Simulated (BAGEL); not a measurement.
**CH6BNP (SMILES [CH2]NBP): UHF/6-31G(d) (density fitting with qzvpp-jkfit, spherical functions)**

What is the vertical ionisation energy of CH6BNP at UHF/6-31G* (density fitting with qzvpp-jkfit, spherical functions)? 

The results are computed with BAGEL 1.2.2.

1 further run of the same task is left out (set aside as unsound or not needed).

### 1 The system as given

The species is CH6BNP (10 atoms), meant as a doublet with charge 0. SMILES: `[CH2]NBP`. The coordinates come from a GFN2-xTB relaxation. This is one conformer, not always the lowest.

Bond lengths: C1–N2 1.349 Å, N2–B3 1.408 Å, B3–P4 1.899 Å, C1–H5 1.072 Å, C1–H6 1.071 Å, N2–H7 1.015 Å, B3–H8 1.170 Å, P4–H9 1.382 Å, P4–H10 1.388 Å. Some angles: C1–N2–B3 128.8°, N2–B3–P4 118.4°, C1–N2–H7 113.2°, B3–N2–H7 118.0°, N2–C1–H5 120.4°, N2–C1–H6 118.8°, N2–B3–H8 119.6°, P4–B3–H8 121.7°, B3–P4–H9 98.6°, B3–P4–H10 98.6°.

### 2 A single-point energy at UHF/6-31G(d) (density fitting with qzvpp-jkfit, spherical functions)

hf.json reads:

```json
{ "bagel" : [

{
  "title" : "molecule",
  "basis" : "6-31gs.json",
  "df_basis" : "qzvpp-jkfit",
  "angstrom" : true,
  "geometry" : [
    { "atom" : "C", "xyz" : [      -1.308870,      -0.249170,      -1.409320 ] },
    { "atom" : "N", "xyz" : [      -0.186890,      -0.070550,      -0.681880 ] },
    { "atom" : "B", "xyz" : [       0.025530,      -0.319500,       0.687120 ] },
    { "atom" : "P", "xyz" : [       1.759810,      -0.018060,       1.400660 ] },
    { "atom" : "H", "xyz" : [      -1.328130,       0.012630,      -2.448660 ] },
    { "atom" : "H", "xyz" : [      -2.178830,      -0.647260,      -0.927770 ] },
    { "atom" : "H", "xyz" : [       0.586700,       0.300370,      -1.223740 ] },
    { "atom" : "H", "xyz" : [      -0.827460,      -0.802860,       1.325720 ] },
    { "atom" : "H", "xyz" : [       1.394480,       0.642100,       2.559000 ] },
    { "atom" : "H", "xyz" : [       2.063640,       1.152290,       0.718870 ] }
  ]
},

{
  "title" : "uhf",
  "nopen" : 1
},

{
  "title" : "print",
  "file" : "orbitals.molden",
  "orbitals" : true
}

]}
```

The basis set 6-31G* is read from a file made from the Basis Set Exchange's data (not shown).

On the command line:

```console
$ BAGEL_NUM_THREADS=1 BAGEL hf.json > hf.out
```

The log of the run:

```text
* using 1 threads per process

  ===============================================================
  ===============================================================

  *** Geometry ***

  { "atom" : "C", "xyz" : [     -2.473406,     -0.470863,     -2.663229 ] },
  { "atom" : "N", "xyz" : [     -0.353171,     -0.133320,     -1.288566 ] },
  { "atom" : "B", "xyz" : [      0.048245,     -0.603767,      1.298469 ] },
  { "atom" : "P", "xyz" : [      3.325559,     -0.034128,      2.646864 ] },
  { "atom" : "H", "xyz" : [     -2.509802,      0.023867,     -4.627297 ] },
  { "atom" : "H", "xyz" : [     -4.117392,     -1.223144,     -1.753231 ] },
  { "atom" : "H", "xyz" : [      1.108702,      0.567617,     -2.312533 ] },
  { "atom" : "H", "xyz" : [     -1.563673,     -1.517186,      2.505248 ] },
  { "atom" : "H", "xyz" : [      2.635185,      1.213393,      4.835809 ] },
  { "atom" : "H", "xyz" : [      3.899714,      2.177513,      1.358467 ] },

  Number of auxiliary basis functions:      463

  Since a DF basis is specified, we compute 2- and 3-index integrals:
    o Being stored without compression. Storage requirement is 0.019 GB

  Number of basis functions:       72
  Number of electrons      :       39

    * METHOD: MOLECULE                             0.21

  *** Open-shell HF ***

  === Nuclear Repulsion ===
   139.3855833002

      * DIIS with orbital gradients will be used.

  === UHF iteration (6-31gs.json) ===
      0       -461.04507271          0.03612367           0.09
      1       -461.15906960          0.01814964           0.09
      2       -461.18134568          0.01088591           0.09
      3       -461.19128522          0.00135086           0.09
      4       -461.19215375          0.00047766           0.09
      5       -461.19230584          0.00023312           0.09
      6       -461.19237723          0.00004639           0.09
      7       -461.19238179          0.00001847           0.09
      8       -461.19238297          0.00000688           0.09
      9       -461.19238328          0.00000399           0.09
     10       -461.19238341          0.00000266           0.09
     11       -461.19238347          0.00000139           0.09
     12       -461.19238349          0.00000078           0.09
     13       -461.19238349          0.00000021           0.09
     14       -461.19238349          0.00000010           0.09
     15       -461.19238349          0.00000005           0.09
     16       -461.19238349          0.00000003           0.09
     17       -461.19238349          0.00000001           0.09
     18       -461.19238349          0.00000001           0.09
    * SCF iteration converged.

    * S^2 (UHF) is 0.7684

    * Permanent dipole moment:
           (    0.369765,    -0.371700,     0.654306) a.u.

    * METHOD: UHF                                  1.81

    * METHOD: PRINT                                0.01

  ===============================================================
```

Wall time 2.2 s (1 thread of Arm Neoverse V1, shared host); peak memory 0.099 GiB.

### 3 The singlet cation

input.json reads:

```json
{ "bagel": [

{
  "title": "molecule",
  "basis": "6-31gs.json",
  "df_basis": "qzvpp-jkfit",
  "angstrom": true,
  "geometry": [
    { "atom": "C", "xyz": [   -1.308870,   -0.249170,   -1.409320 ] },
    { "atom": "N", "xyz": [   -0.186890,   -0.070550,   -0.681880 ] },
    { "atom": "B", "xyz": [    0.025530,   -0.319500,    0.687120 ] },
    { "atom": "P", "xyz": [    1.759810,   -0.018060,    1.400660 ] },
    { "atom": "H", "xyz": [   -1.328130,    0.012630,   -2.448660 ] },
    { "atom": "H", "xyz": [   -2.178830,   -0.647260,   -0.927770 ] },
    { "atom": "H", "xyz": [    0.586700,    0.300370,   -1.223740 ] },
    { "atom": "H", "xyz": [   -0.827460,   -0.802860,    1.325720 ] },
    { "atom": "H", "xyz": [    1.394480,    0.642100,    2.559000 ] },
    { "atom": "H", "xyz": [    2.063640,    1.152290,    0.718870 ] }
  ]
},
{
  "title": "hf",
  "charge": 1
},
{
  "title": "print",
  "file": "orbitals.molden",
  "orbitals": true
}

]}
```

The basis set 6-31G* is read from a file made from the Basis Set Exchange's data (not shown).

On the command line:

```console
$ BAGEL_NUM_THREADS=1 BAGEL input.json > input.out
```

The log of the run:

```text
* using 1 threads per process

  ===============================================================
  ===============================================================

  *** Geometry ***

  { "atom" : "C", "xyz" : [     -2.473406,     -0.470863,     -2.663229 ] },
  { "atom" : "N", "xyz" : [     -0.353171,     -0.133320,     -1.288566 ] },
  { "atom" : "B", "xyz" : [      0.048245,     -0.603767,      1.298469 ] },
  { "atom" : "P", "xyz" : [      3.325559,     -0.034128,      2.646864 ] },
  { "atom" : "H", "xyz" : [     -2.509802,      0.023867,     -4.627297 ] },
  { "atom" : "H", "xyz" : [     -4.117392,     -1.223144,     -1.753231 ] },
  { "atom" : "H", "xyz" : [      1.108702,      0.567617,     -2.312533 ] },
  { "atom" : "H", "xyz" : [     -1.563673,     -1.517186,      2.505248 ] },
  { "atom" : "H", "xyz" : [      2.635185,      1.213393,      4.835809 ] },
  { "atom" : "H", "xyz" : [      3.899714,      2.177513,      1.358467 ] },

  Number of auxiliary basis functions:      463

  Since a DF basis is specified, we compute 2- and 3-index integrals:
    o Being stored without compression. Storage requirement is 0.019 GB

  Number of basis functions:       72
  Number of electrons      :       39

    * METHOD: MOLECULE                             0.21

  *** RHF ***

  === Nuclear Repulsion ===
   139.3855833002

      * DIIS with orbital gradients will be used.

  === RHF iteration (6-31gs.json) ===
      0       -460.83266229          0.01679012           0.04
      1       -460.92871855          0.00912576           0.04
      2       -460.95440099          0.00239915           0.04
      3       -460.95704703          0.00029258           0.04
      4       -460.95713708          0.00011752           0.04
      5       -460.95715778          0.00004002           0.04
      6       -460.95716033          0.00001306           0.04
      7       -460.95716061          0.00000470           0.04
      8       -460.95716064          0.00000161           0.04
      9       -460.95716065          0.00000051           0.04
     10       -460.95716065          0.00000017           0.04
     11       -460.95716065          0.00000006           0.04
     12       -460.95716065          0.00000003           0.04
     13       -460.95716065          0.00000001           0.04
    * SCF iteration converged.

    * Permanent dipole moment:
           (    2.128924,    -0.194328,     2.310455) a.u.

    * METHOD: HF                                   0.75

    * METHOD: PRINT                                0.01

  ===============================================================
```

Run time: 1.1 s. Hardware: 1 thread of Arm Neoverse V1, shared host; peak memory 0.099 GiB.

### 4 What came out

Level: UHF/6-31G* (density fitting with qzvpp-jkfit, spherical functions).

| quantity | value |
| --- | --- |
| doublet CH6BNP: total energy | -461.19238 Eh |
| doublet CH6BNP: dipole moment | 2.13 D |
| doublet CH6BNP: ⟨S²⟩ | 0.768 |
| singlet cation: total energy | -460.95716 Eh |
| singlet cation: HOMO energy | -14.22 eV |
| singlet cation: LUMO energy | -4.94 eV |
| singlet cation: HOMO–LUMO gap | 9.28 eV |
| vertical ionisation energy (to the singlet cation) | 6.401 eV |

Removing an electron at fixed nuclei costs 6.40 eV (618 kJ/mol). Only the singlet of the ionised species was computed; a triplet could lie lower.
